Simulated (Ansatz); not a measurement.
# CuF: the cost of one run

Program: Ansatz 0.2.0 through its Python package. The levels of theory stand in the script. These are calculated values, not measurements.

**1. Starting point**

Bond lengths: F1–Cu2 2.124 Å.

The script holds or builds the structure itself.

**2. Script**

cuf.py reads:

```python
"""Scalar relativity in CuF."""

import ansatz as az
from ase import Atoms
import numpy as np

SETTINGS = {
    "functional": "b3lyp",
}

atoms = Atoms(["F", "Cu"], positions=[
    [0.9185, -0.3537, 0.4558],
    [-0.8891, 0.2936, -0.4518],
])
system = az.Crystal.molecule_from_ase(atoms)

job = (
    system.calculation()
    .functional(SETTINGS["functional"])
    .forces()
)
# a set contracted for a scalar-relativistic Hamiltonian goes with the relativistic run
sets = {"none": "cc-pVTZ", "scalar": "cc-pVTZ-DK"}
found = {kind: job.basis(gaussian=basis).pseudopotentials(relativity=kind).run(threads=1, pin="off").report for kind, basis in sets.items()}
for kind, each in found.items():
    dipole = 4.803205 * np.linalg.norm(each["charge_distribution"]["dipole_moment_e_ang"])
    print(f"{kind:7s} E = {each['free_energy_ev']:.4f} eV  dipole {dipole:.3f} D  largest force component {np.abs(each['forces_ev_ang']).max():.4f} eV/A")
print(f"relativity lowers the total energy by {found['none']['free_energy_ev'] - found['scalar']['free_energy_ev']:.3f} eV")
```

**3. The calls as engine input**

The engine receives this input (first run):

```yaml
crystal:
  periodic: [false, false, false]
  atoms:
    - { symbol: F, position_ang: [0.9185, -0.3537, 0.4558] }
    - { symbol: Cu, position_ang: [-0.8891, 0.2936, -0.4518] }
basis:
  gaussian:
    orbitals: cc-pVTZ
hamiltonian:
  xc: b3lyp
  pseudopotentials:
    relativity: none
output:
  forces: true
```

**4. The run**

Launch:

```console
python cuf.py
```

**Question.** How long does this script take on 1 thread of Arm Neoverse V1, shared host, and how much memory does it need?

About 5.7 s, with a peak of 0.23 GiB.
